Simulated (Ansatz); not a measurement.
# CCSD/6-31G(d) (spherical functions) run of CH8OSi2 (SMILES C[SiH2][SiH2]O)

What is the energy change on altering one bond length of CH8OSi2 at CCSD/6-31G* (spherical functions)? 

Program for the calculation: Ansatz 0.2.0.

88 further runs of the same task are left out: 88 set aside as unsound or not needed. Runs told in other sessions of the task aren't counted.

**1. The molecule**

CH8OSi2 has 12 atoms, charge 0, and is taken as a singlet. SMILES: `C[SiH2][SiH2]O`. The shape is that of a PBE0-D4/def2-TZVP optimisation. This is one conformer, not always the lowest.

Bond lengths: C1–Si2 1.878 Å, Si2–Si3 2.348 Å, Si3–O4 1.656 Å, C1–H5 1.092 Å, C1–H6 1.092 Å, C1–H7 1.092 Å, Si2–H8 1.491 Å, Si2–H9 1.494 Å, Si3–H10 1.495 Å, Si3–H11 1.486 Å, O4–H12 0.958 Å. Some angles: C1–Si2–Si3 111.4°, Si2–Si3–O4 112.9°, C1–Si2–H8 110.3°, C1–Si2–H9 109.9°, Si3–Si2–H8 109.8°, Si3–Si2–H9 108.3°, Si2–C1–H5 110.9°, Si2–C1–H6 110.7°, Si2–C1–H7 110.8°, Si2–Si3–H10 108.5°.

**2. A single-point energy at CCSD/6-31G(d) (spherical functions)**

File input.yaml:

```yaml
crystal:
  periodic: [false, false, false]
  atoms:
    - {symbol: C, position_ang: [-1.363900, 1.513800, -0.148900]}
    - {symbol: Si, position_ang: [-0.392800, 0.194400, 0.769900]}
    - {symbol: Si, position_ang: [0.929600, -1.075200, -0.697500]}
    - {symbol: O, position_ang: [1.869100, -2.191700, 0.084900]}
    - {symbol: H, position_ang: [-0.692800, 2.186400, -0.687200]}
    - {symbol: H, position_ang: [-1.958800, 2.110300, 0.546100]}
    - {symbol: H, position_ang: [-2.043300, 1.060200, -0.874000]}
    - {symbol: H, position_ang: [-1.318500, -0.701500, 1.520400]}
    - {symbol: H, position_ang: [0.506600, 0.832900, 1.777800]}
    - {symbol: H, position_ang: [1.768000, -0.141100, -1.510100]}
    - {symbol: H, position_ang: [0.088400, -1.859400, -1.638400]}
    - {symbol: H, position_ang: [2.426500, -1.874200, 0.796300]}
basis:
  gaussian: {orbitals: 6-31G_st_-spherical.json}
correlation: {method: ccsd, frozen_orbitals: {C: 1, H: 0, O: 1, Si: 5}}
accuracy: high
scf: {omitted_lower_state_checks: [cluster_reference, increment]}
```

The basis set 6-31G* is read from a file made from the Basis Set Exchange's data (not shown).

Launch:

```
$ ansatz run input.yaml --threads 1 --pin off --max-ram 2610MiB --events-out events.jsonl --progress --plain --runs-dir runs
```

What it wrote, shortened:

```text
Warning: RAYON_NUM_THREADS=1 ignored (pool sized by the plan → 1); use --threads N
Functional definition: HF
  name "HF"
[...]
1893 factors; integrals over basis functions are off by at most 5.9e-9 eV
[...]
mean field -18918.68638609 eV, -695.2489011427 hartree, gradient 6.9e-8 eV, S^2 0.000000; 0 other end points of the search recorded, 0 dependent functions left out
12 core orbitals not correlated: weight in the atoms' cores, before any rotation towards them, 1.000 or more for the frozen orbitals, at most 0.000 for the correlated occupied ones
reference -18918.68638609 eV, -695.2489011427 hartree; 13, 13 occupied and 55, 55 virtual orbitals, 1893 factors
second order -12.70257971 eV of doubles, -0.00000000 eV of singles
cycle   1  -13.61397595 eV  change   -9.1e-1 eV  update   9.2e-2
[...]
cycle  20  -14.15292597 eV  change   4.0e-10 eV  update   2.6e-9
Total energy: -18932.83931206 eV, -695.7690115789 hartree
Checks for a lower state left out: cluster_reference, increment
```

Wall time 7.8 s (1 thread of Intel Xeon 6975P-C (Granite Rapids), shared host); peak memory 0.4 GiB.

**3. The distorted shape at the same level**

File in.yaml:

```yaml
crystal:
  periodic: [false, false, false]
  atoms:
    - {symbol: C, position_ang: [-1.615405, 1.233587, 0.094866]}
    - {symbol: Si, position_ang: [-0.644305, -0.085813, 1.013666]}
    - {symbol: Si, position_ang: [0.678095, -1.355413, -0.453734]}
    - {symbol: O, position_ang: [1.617595, -2.471913, 0.328666]}
    - {symbol: H, position_ang: [-0.944305, 1.906187, -0.443434]}
    - {symbol: H, position_ang: [-2.210305, 1.830087, 0.789866]}
    - {symbol: H, position_ang: [-2.294805, 0.779987, -0.630234]}
    - {symbol: H, position_ang: [-1.570005, -0.981713, 1.764166]}
    - {symbol: H, position_ang: [0.255095, 0.552687, 2.021566]}
    - {symbol: H, position_ang: [1.768000, -0.141100, -1.510100]}
    - {symbol: H, position_ang: [-0.163105, -2.139613, -1.394634]}
    - {symbol: H, position_ang: [2.174995, -2.154413, 1.040066]}
basis:
  gaussian:
    orbitals: 6-31G_st_-spherical.json
correlation:
  method: ccsd
  frozen_orbitals: {C: 1, H: 0, O: 1, Si: 5}
accuracy: high
scf:
  omitted_lower_state_checks: [cluster_reference, increment]
```

The basis set 6-31G* is read from a file made from the Basis Set Exchange's data (not shown).

Launch:

```
$ ansatz run in.yaml --threads 1 --pin off --max-ram 2610MiB --events-out events.jsonl --progress --plain --runs-dir runs
```

What it wrote, shortened:

```text
Warning: RAYON_NUM_THREADS=1 ignored (pool sized by the plan → 1); use --threads N
[... 2 set-up lines as earlier in the session ...]
[...]
1897 factors; integrals over basis functions are off by at most 3.9e-9 eV
[...]
mean field -18917.56654262 eV, -695.2077476540 hartree, gradient 8.1e-8 eV, S^2 0.000000; 0 other end points of the search recorded, 0 dependent functions left out
12 core orbitals not correlated: weight in the atoms' cores, before any rotation towards them, 1.000 or more for the frozen orbitals, at most 0.000 for the correlated occupied ones
reference -18917.56654262 eV, -695.2077476540 hartree; 13, 13 occupied and 55, 55 virtual orbitals, 1897 factors
second order -12.82239709 eV of doubles, -0.00000000 eV of singles
cycle   1  -13.75338213 eV  change   -9.3e-1 eV  update   1.0e-1
[...]
cycle  21  -14.35014209 eV  change  -5.4e-10 eV  update   1.2e-9
Total energy: -18931.91668470 eV, -695.7351056488 hartree
Checks for a lower state left out: cluster_reference, increment
```

It took 8.1 s on 1 thread of Intel Xeon 6975P-C (Granite Rapids), shared host; peak memory 0.4 GiB.

**4. Summary of results**

At CCSD/6-31G* (spherical functions), 12 core orbitals frozen:

```
                                                           quantity          value
                                          first shape: total energy  -695.76901 Eh
          first shape: correlation energy (12 core orbitals frozen)     -520.1 mEh
                                         first shape: T1 diagnostic          0.012
                                      distorted shape: total energy  -695.73511 Eh
      distorted shape: correlation energy (12 core orbitals frozen)     -527.4 mEh
                                     distorted shape: T1 diagnostic          0.013
energy change with the Si3–H10 bond stretched from 1.495 to 1.944 Å       0.923 eV
```

**Reading.** With the Si3–H10 bond stretched from 1.495 to 1.944 Å the energy rises by 0.92 eV (89.0 kJ/mol). The first shape isn't relaxed at this level, so the change isn't measured from a minimum.
